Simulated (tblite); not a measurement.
# C5H9BCl2Si: the cost of one run

The runs use tblite 0.8.0 and PySCF 2.14.0, with density-fitted response routines of our own; the level of theory stands in each step. All values are computed, except where a source is named. Atoms are numbered from 0 throughout.

## (1) Starting geometry

18 atoms, charge 0, multiplicity 1; geometry from: force field or distance geometry start.

Bonds of the start (Å): C0–C1 1.31, C1–C2 1.45, C2–C3 1.29, C3–Si4 1.81, Si4–C5 1.87, C1–B6 1.56, B6–Cl7 1.88, B6–Cl8 1.87, C0–H9 1.08, C0–H10 1.10, C2–H11 1.11, C3–H12 1.09, Si4–H13 1.50, Si4–H14 1.46, C5–H15 1.10, C5–H16 1.12, C5–H17 1.11.

## (2) Geometry optimisation with GFN2-xTB

Job settings and geometry (Å):

```
{"job": {"kind": "relax", "xc": "GFN2-xTB", "basis": "xTB"}, "charge": 0, "multiplicity": 1}
C     -2.750500    -0.237300    -0.121200
C     -1.442400    -0.259200    -0.101500
C     -0.765000    -1.226400    -0.934600
C      0.506900    -1.404700    -1.064600
Si     1.723000    -0.448800    -0.116600
C      1.994100     1.209300    -0.937000
B     -0.746200     0.757700     0.859100
Cl    -0.976400     0.562900     2.718900
Cl    -0.959300     2.529600     0.302000
H     -3.332800    -0.902700    -0.747400
H     -3.316300     0.470700     0.499000
H     -1.424800    -1.874600    -1.555100
H      0.861800    -2.187800    -1.739200
H      3.018200    -1.201700    -0.240500
H      1.471200    -0.333500     1.317800
H      1.114100     1.450700    -1.559500
H      2.851800     1.072000    -1.643400
H      2.163900     2.030200    -0.212600
```

The run is started by

```
> OMP_NUM_THREADS=1 python probes_run.py task.json out
```

The driver reads the jobs from task.json and runs them one after another.

**Question.** How long does this first job take on 1 thread of Arm Neoverse N1, shared host, and how much memory does it need?

About 4.5 s, with a peak of 0.18 GiB.
